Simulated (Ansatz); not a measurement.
Relaxation of a periodic cell of 17 atoms, NaNi$_{8}$Se$_{8}$ (host NiSe, host structure P6_3/mmc, interstitial Na), to a largest force component of 0.08 eV/Å in at most 25 steps.

The calculation used DFT PBE, scalar-relativistic, plane waves, PAW (Ansatz 0.2.0). Settings: cutoff 420 eV, k mesh 2x2x1, fermi-dirac smearing 0.02 eV, spin collinear.

```xyz
17
Lattice="-1.8300 3.1697 5.3300 3.6600 0.0000 5.3300 3.6600 6.3393 0.0000" Properties=species:S:1:pos:R:3:forces:R:3
Ni 0.000 0.000 0.000 -1.23 -0.57 -0.49
Ni 3.660 6.339 2.665 -0.11 -0.11 0.13
Se 3.660 2.113 6.662 -1.79 0.97 0.48
Se 1.830 1.057 3.998 -0.29 0.07 0.09
Ni 1.830 3.170 0.000 -0.12 1.69 -0.64
Ni 1.830 3.170 2.665 -0.02 0.22 0.17
Se 5.490 5.283 6.662 0.23 -0.11 0.04
Se 3.660 4.226 3.998 -0.23 0.22 -0.01
Ni 1.830 3.170 5.330 2.66 -1.61 -1.33
Ni 1.830 3.170 7.995 0.27 -0.20 0.30
Se 1.830 5.283 6.662 5.56 3.46 1.64
Se 0.000 4.226 3.998 -0.58 0.24 -5.15
Ni 3.660 6.339 5.330 0.06 -0.02 -0.04
Ni 3.660 6.339 7.995 -0.03 0.03 -0.04
Se 3.660 8.452 6.662 -0.18 -4.92 1.08
Se 1.830 7.396 3.998 -0.21 0.09 -0.03
Na 0.171 4.186 6.122 -4.00 0.56 3.81
```

Problem. Where does it end, and by what steps?

Solution. The run converged. Limits of this set-up: coarse k mesh, a small cell, in which the defect meets its images, a typed lattice constant that wasn't relaxed here. After 10 steps the energy has fallen by 3.715 eV; Se15 moved furthest, 0.55 Å.

```csv
step,energy less start (eV),largest force component (eV/Å),accepted
0,0.0000,5.559,yes
1,-2.3974,2.418,yes
2,-3.2463,0.985,yes
3,-3.5324,0.408,yes
4,-3.5973,0.146,yes
5,-3.6502,0.158,yes
6,-3.6541,0.412,yes
7,-3.6605,0.261,yes
8,-3.7085,0.119,yes
9,-3.7127,0.100,yes
10,-3.7152,0.059,yes
```

```xyz
17
Lattice="-1.8300 3.1697 5.3300 3.6600 0.0000 5.3300 3.6600 6.3393 0.0000" Properties=species:S:1:pos:R:3
Ni -0.287 0.064 -0.085
Ni 3.621 6.243 2.617
Se 3.387 2.225 6.460
Se 1.789 1.200 3.842
Ni 1.875 3.379 0.066
Ni 1.995 3.267 2.602
Se 5.513 5.311 6.759
Se 3.738 4.276 4.013
Ni 1.917 3.308 5.033
Ni 1.845 2.922 8.077
Se 2.122 5.440 6.395
Se -0.121 4.055 3.889
Ni 3.792 6.479 5.139
Ni 3.620 6.145 8.253
Se 3.730 8.066 7.049
Se 1.870 7.404 4.118
Na 0.025 4.133 6.514
```

Whether the end is a true minimum wasn't checked by a vibrational analysis.

The run took 5.1 min on 2 threads of AMD EPYC 9R14 (Zen 4), with other jobs on the host, peak memory 0.97 GiB.
